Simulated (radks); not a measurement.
# Au⁻ held by a Watson sphere

One table from this session's results is given with a row withheld; the runs are named, their logs left out.

Program: radks (a radial shooting solver on a logarithmic mesh, Libxc functionals) version 1. Level of theory: scalar-relativistic Kohn-Sham, LDA (Slater exchange, VWN5 correlation), spin-polarised, spherical densities, point nucleus. These are calculated values, not measurements, unless marked.

### Starting point

* element: gold (Z = 79)
* charge: -1
* electrons: 80
* configuration: [Hg]

Outer shells as boxes (Hund's rule):

Au⁻
```
[Xe] core
4f [↑↓][↑↓][↑↓][↑↓][↑↓][↑↓][↑↓]
5d [↑↓][↑↓][↑↓][↑↓][↑↓]
6s [↑↓]
```

Set-up of the first run:

Settings of this run:

```text
Z 79
configuration [Hg]
relativity scalar-relativistic
functional lda,vwn5
spin polarised
nucleus point
c 137.035999084
watson charge 1 radius 3.07 bohr
response adiabatic LDA kernel
```

Among the steps run: R = 3.07 bohr; R = 3.29 bohr; R = 3.61 bohr; R = 4.39 bohr; R = 5.55 bohr.

One table of the session follows, with a row left open; its other results are not shown here.

```
R (bohr)  highest level (eV)  its <r> (bohr)  sum of <r²> (bohr²)  α (bohr³)
    3.07              -6.655           2.867                70.90      45.75
    3.29              -6.427           2.902                71.67      48.41
    3.61              -6.094           2.951                72.68      52.39
    4.39                   ?               ?                    ?          ?
    5.55              -4.389           3.144                76.65      75.30
```

Q: Estimate the row for R (bohr) = 4.39 from the others.

Worked estimate for «highest level (eV)». A straight line through the neighbours (3.61, -6.094) and (5.55, -4.389) gives -6.094 + (-4.389 + 6.094) × (4.39 − 3.61) / (5.55 − 3.61) = -5.408; a parabola fitted to 3 rows on both sides gives -5.344.

As computed: highest level (eV): -5.327; its <r> (bohr): 3.049; sum of <r²> (bohr²): 74.68; α (bohr³): 62.14. In «highest level (eV)» the line misses by -0.081 and the parabola by -0.017.

In words: From R = 3.07 to 5.55 bohr the top level moves from -6.655 to -4.389 eV and its mean radius from 2.87 to 3.14 bohr. A wider sphere makes a shallower well, so the ion swells.
